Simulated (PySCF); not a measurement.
# C₆H₁₂OSi: magnetic properties

What do calculations give for the magnetic properties of C₆H₁₂OSi (`C=C[C@@H]1C[C@H](C)O[SiH2]1`)?

Computed with PySCF 2.14.0 and routines of our own; the level stands in each step. Atoms count from 0.

### Step 1. The starting structure

20 atoms, charge 0, multiplicity 1; geometry from: GFN2-xTB.

### Step 2. Magnetic properties: GIAO KT3/pcSseg-1

The job: settings as JSON, then the geometry in Å.

```
{"job": {"kind": "mag", "xc": "KT3", "basis": "pcSseg-1", "isotopologues": 2}, "charge": 0, "multiplicity": 1}
C      3.319656    -0.273700     0.091236
C      2.089560    -0.336076    -0.388324
C      0.885394     0.197160     0.292139
C     -0.298730    -0.774970     0.262940
C     -1.585283     0.030087     0.472836
C     -2.817609    -0.682326    -0.064579
O     -1.448263     1.279878    -0.183125
Si     0.076957     1.741547    -0.519169
H      3.530539     0.170157     1.050640
H      4.166448    -0.654411    -0.453405
H      1.911549    -0.785223    -1.357929
H      1.135992     0.433452     1.330663
H     -0.346504    -1.249771    -0.720104
H     -0.206921    -1.557554     1.017514
H     -1.720694     0.239611     1.543109
H     -2.709832    -0.845051    -1.134319
H     -2.941154    -1.640527     0.433306
H     -3.702635    -0.074991     0.105648
H      0.269179     1.812391    -1.963785
H      0.387204     2.980996     0.181671
```

Method: GIAO KT3/pcSseg-1 magnetisability, rotational g tensor and spin-rotation constants, non-relativistic, gas phase.

On the command line:

```
$ OMP_NUM_THREADS=1 python excited_run.py task.json out
```

This one command runs all jobs of the session in turn.

Log:

```text
coarse grid: 16672 points
cycle   1  E = -607.4537969534  dE =  8.278e-01  |g| = 9.205e-01  |ddm| = 4.025e+00
cycle   2  E = -606.9160305540  dE =  5.378e-01  |g| = 1.814e+00  |ddm| = 3.727e+00
cycle   3  E = -607.6215712116  dE = -7.055e-01  |g| = 2.863e-01  |ddm| = 3.201e+00
cycle   4  E = -607.6394644759  dE = -1.789e-02  |g| = 8.889e-02  |ddm| = 3.803e-01
cycle   5  E = -607.6413589419  dE = -1.894e-03  |g| = 1.860e-02  |ddm| = 1.025e-01
cycle   6  E = -607.6414359351  dE = -7.699e-05  |g| = 8.025e-03  |ddm| = 2.903e-02
cycle   7  E = -607.6414511524  dE = -1.522e-05  |g| = 1.800e-03  |ddm| = 8.298e-03
cycle   8  E = -607.6414519184  dE = -7.659e-07  |g| = 5.887e-04  |ddm| = 2.925e-03
final grid: 154848 points
cycle   9  E = -607.6946550623  dE = -2.295e-04  |g| = 2.099e-02  |ddm| = 6.682e-02
cycle  10  E = -607.6944684927  dE =  1.866e-04  |g| = 3.745e-02  |ddm| = 5.060e-02
cycle  11  E = -607.6947159899  dE = -2.475e-04  |g| = 4.592e-03  |ddm| = 3.895e-02
cycle  12  E = -607.6947195934  dE = -3.603e-06  |g| = 1.114e-03  |ddm| = 5.792e-03
cycle  13  E = -607.6947199371  dE = -3.438e-07  |g| = 2.626e-04  |ddm| = 1.419e-03
cycle  14  E = -607.6947199503  dE = -1.315e-08  |g| = 1.473e-04  |ddm| = 4.048e-04
cycle  15  E = -607.6947199562  dE = -5.957e-09  |g| = 3.012e-05  |ddm| = 1.457e-04
cycle  16  E = -607.6947199565  dE = -2.431e-10  |g| = 6.947e-06  |ddm| = 4.029e-05
converged SCF energy = -607.6947199565

Magnetisability tensor (1e-30 J/T^2)
    -1357.44      -45.65       36.10
      -45.65    -1351.02       53.63
       36.10       53.63    -1293.33
isotropic -1333.93   principal values   -1429.51  -1311.83  -1260.46
isotropic susceptibility -80.331 1e-6 cm^3/mol

Inertial axes            a          b          c
rot. const./GHz      3.1819     1.1366     0.9018
chi total           -81.633    -82.843    -76.518
chi diamagnetic    -518.575  -1216.934  -1484.956
chi paramagnetic    436.942   1134.091   1408.438
quadrupole/D A       -1.869     -0.920      2.789
g nuclear            0.6235     0.5953     0.5850
g electronic        -0.6532    -0.6056    -0.5967
g total             -0.0296    -0.0102    -0.0117

Spin-rotation constants (kHz, H = +C I.J)
atom  isotope        aa         bb         cc
  8     1H       -0.286     -0.125      0.068
  9     1H        0.052     -0.119     -0.037
 10     1H       -0.303     -0.118      0.079
 11     1H       -0.313     -0.132      0.038
 12     1H       -0.360     -0.119      0.022
 13     1H       -0.332      0.012     -0.076
 14     1H       -0.264     -0.126      0.055
 15     1H       -0.342     -0.136      0.027
 16     1H       -0.348      0.026     -0.097
 17     1H       -0.001     -0.088     -0.094
 18     1H       -0.296     -0.081      0.035
 19     1H       -0.282     -0.010     -0.024
  0    13C*       0.918      0.185      0.344
  1    13C*       1.079      0.207      0.410
  2    13C*       0.528      0.204      0.183
  3    13C*       0.509      0.230      0.185
  4    13C*       0.806      0.214      0.254
  5    13C*       0.469      0.189      0.141
  6    17O*      -0.363     -0.125     -0.105
  7   29Si*      -1.660     -0.727     -0.595
* in the singly substituted isotopologue

Isotopologues: g along a, b, c
2H    at 8,9,10,11,12,1    -0.0240    -0.0087    -0.0101
13C   at 0                 -0.0296    -0.0100    -0.0115
```

It took 88 s on 1 thread of Arm Neoverse N1, shared host; peak memory 0.71 GiB.

In short:

```csv
quantity,value
magnetisability,-1334·10⁻³⁰ J/T²
molar susceptibility,-80.3·10⁻⁶ cm³/mol
"rotational g (a, b, c)","-0.0296, -0.0102, -0.0117"
```

### Step 3. Summary of results

```
                                          quantity                      value
       magnetisability (step 2, GIAO KT3/pcSseg-1)           -1334·10⁻³⁰ J/T²
  molar susceptibility (step 2, GIAO KT3/pcSseg-1)         -80.3·10⁻⁶ cm³/mol
rotational g (a, b, c) (step 2, GIAO KT3/pcSseg-1)  -0.0296, -0.0102, -0.0117
```

In words: The values above hold for this geometry and these levels alone. Vibrational averaging and real surroundings are missing from these values.
